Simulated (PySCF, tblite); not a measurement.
# C6H12SSi2: geometry, infrared bands and NMR shifts

Wanted: the infrared bands and NMR shifts of C6H12SSi2 (`C#C[Si@]1(C)C[C@H](S[SiH3])C1`), by calculation.

Computed with tblite 0.8.0 and PySCF 2.14.0, with density-fitted response routines of our own, on a single molecule in the gas phase. Atoms count from 0, in the outputs and in this text.

## (1) Starting geometry

21 atoms, charge 0, multiplicity 1; geometry from: force field or distance geometry start.

Bonds of the start (Å): C0–C1 1.21, C1–Si2 1.82, Si2–C3 1.86, Si2–C4 1.85, C4–C5 1.49, C5–S6 1.79, S6–Si7 2.11, C5–C8 1.52, C8–Si2 1.86, C0–H9 1.07, C3–H10 1.13, C3–H11 1.09, C3–H12 1.11, C4–H13 1.12, C4–H14 1.11, C5–H15 1.11, Si7–H16 1.46, Si7–H17 1.48, Si7–H18 1.49, C8–H19 1.10, C8–H20 1.12.

## (2) Geometry optimisation with GFN2-xTB

Job settings and geometry (Å):

```
{"job": {"kind": "relax", "xc": "GFN2-xTB", "basis": "xTB"}, "charge": 0, "multiplicity": 1}
C     -3.010800    -2.508100    -0.202800
C     -2.406800    -1.462600    -0.149100
Si    -1.484300     0.098700    -0.039100
C     -2.482800     1.614200    -0.423300
C      0.239700     0.024500    -0.707800
C      0.832400     0.494200     0.581600
S      2.191600    -0.484900     1.210800
Si     3.983100    -0.456900     0.098900
C     -0.384400     0.227800     1.449900
H     -3.562900    -3.422700    -0.249900
H     -2.859500     2.090600     0.530100
H     -1.855900     2.335300    -0.957000
H     -3.410400     1.380300    -0.982300
H      0.518800    -1.032100    -0.933400
H      0.324100     0.702300    -1.578700
H      0.994900     1.595300     0.556900
H      4.232600     0.767400    -0.663900
H      3.997400    -1.645300    -0.789200
H      5.105700    -0.618200     1.065800
H     -0.329600    -0.739700     1.967200
H     -0.642000     1.056800     2.156000
```

The run is started by

```sh
OMP_NUM_THREADS=1 python probes_run.py task.json out
```

This one command runs all jobs of the session in turn.

**Question.** This job is followed by: GFN2-xTB harmonic vibrations, gas phase; GIAO PBE0/pcSseg-1 NMR shielding, non-relativistic, gas phase. What will the session give for the following? strongest single infrared mode (GFN2-xTB); zero-point energy (GFN2-xTB); 13C shifts against TMS (PBE0/pcSseg-1, means over atoms taken as alike); 1H shifts against TMS (PBE0/pcSseg-1, means over atoms taken as alike); 29Si shifts against TMS (PBE0/pcSseg-1); 33S shifts against CS2 (PBE0/pcSseg-1); surface potential, 1st and 99th percentile.

As calculated:

| quantity | value |
| --- | --- |
| strongest single infrared mode (GFN2-xTB) | 774 cm⁻¹, 542 km/mol |
| zero-point energy (GFN2-xTB) | 96.4 kcal/mol |
| 13C shifts against TMS (PBE0/pcSseg-1, means over atoms taken as alike) | 105.0, 90.9, 40.2, 31.7, -0.5 ppm |
| 1H shifts against TMS (PBE0/pcSseg-1, means over atoms taken as alike) | 4.49, 3.28, 2.14, 2.04, 1.87, 0.45 ppm |
| 29Si shifts against TMS (PBE0/pcSseg-1) | -24.7, -60.0 ppm |
| 33S shifts against CS2 (PBE0/pcSseg-1) | -82 ppm |
| surface potential, 1st and 99th percentile | -1.12 V and 1.45 V |

In words: Over 123 steps the energy fell by 0.751 eV; of the close pairs, Si2–C4 changed most, 1.851 to 1.918 Å. No mode is imaginary among the 57: a minimum at this level. The strongest single mode, at 774 cm⁻¹, is carried by H18, H17, H16. GFN2-xTB is a fitted tight-binding method: band positions and strengths are rough. Its intensities can rank the bands wrongly. At PBE0/pcSseg-1: The widest tensor belongs to S6: span 507 ppm, with a paramagnetic part of -473 ppm.
